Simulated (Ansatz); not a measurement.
# Os (Osmium): the cost of one run

Computed with Ansatz 0.2.0, driven from Python. The levels of theory stand in the script.

## (1) The structure

Symmetry: P6_3/mmc, No. 194, hexagonal system. Conventional cell: a = 2.734 Å, b = 2.734 Å, c = 4.320 Å, α = 90.00°, β = 90.00°, γ = 120.00°. Os (site symmetry -6m2) is surrounded by 12 Os at 2.68 to 2.73 Å.

No structure file is read: the coordinates are typed or built in the script.

## (2) The code

Contents of lattice.py:

```python
# -*- coding: utf-8 -*-
"""How the lattice of Os depends on the functional."""

import logging
import sys

import ansatz
import numpy as np

logging.basicConfig(stream=sys.stdout, format="%(name)s: %(message)s")
logger = logging.getLogger("ansatz_job")
logger.setLevel(logging.INFO)

def edges_and_angles(cell):
    cell = np.asarray(cell)
    a, b, c = np.linalg.norm(cell, axis=1)
    cosines = cell[1] @ cell[2] / (b * c), cell[0] @ cell[2] / (a * c), cell[0] @ cell[1] / (a * b)
    return (a, b, c, *np.degrees(np.arccos(cosines)))

cell = (
    ansatz.Lattice.from_parameters(2.7341, 2.7341, 4.3197, alpha=90, beta=90, gamma=120)
    .space_group(194)
    .atom("Os", (1 / 3, 2 / 3, 0.25))
)

base = (
    cell.calculation()
    .kpoints(mesh=(16, 16, 9), center="gamma")
    .occupations(ansatz.OccupationsMethod.FERMI_DIRAC, width=0.05)
    .relax(cell=True, force_tolerance=0.02)
)

levels = [("pbe", "d4"), ("pbesol", "none"), ("pbe", "d3bj"), ("lda", "none")]
logger.info("level            a       b       c    alpha   beta  gamma  V/atom  steps")
for name, dispersion in levels:
    seen = []
    run = base.functional(name, dispersion=dispersion).session().plan()
    result = run.execute(on_event=lambda e: seen.append(e) if e["event"] == "relax_step" else None)
    cell = result.lattice.cell_ang
    label = name if dispersion == "none" else f"{name}+{dispersion}"
    print("{:13s} {:7.4f} {:7.4f} {:7.4f} {:6.2f} {:6.2f} {:6.2f}".format(label, *edges_and_angles(cell)), f"{abs(np.linalg.det(cell)) / len(result.lattice.sites):7.3f} {len(seen):5d}")
```

## (3) The input behind the calls

The package turns the script's settings into the engine's input (first run):

```yaml
crystal:
  lattice:
    a: 2.7341
    b: 2.7341
    c: 4.3197
    alpha: 90.0
    beta: 90.0
    gamma: 120.0
  space_group: 194
  atoms:
    - { symbol: Os, position: [0.3333333333333333, 0.6666666666666666, 0.25] }
kpoints:
  mp_grid:
    grid: [16, 16, 9]
    shift: [0.0, 0.0, 0.0]
hamiltonian:
  xc: pbe
  dispersion: d4
scf:
  occupations:
    method: fermi_dirac
    width: 0.05
relax:
  f_tol: 0.02
  cell: {}
```

## (4) The run

Command:

```console
python lattice.py
```

What time and memory should one allow on 1 thread of Arm Neoverse V1, shared host?

About 65 s, with a peak of 0.45 GiB.
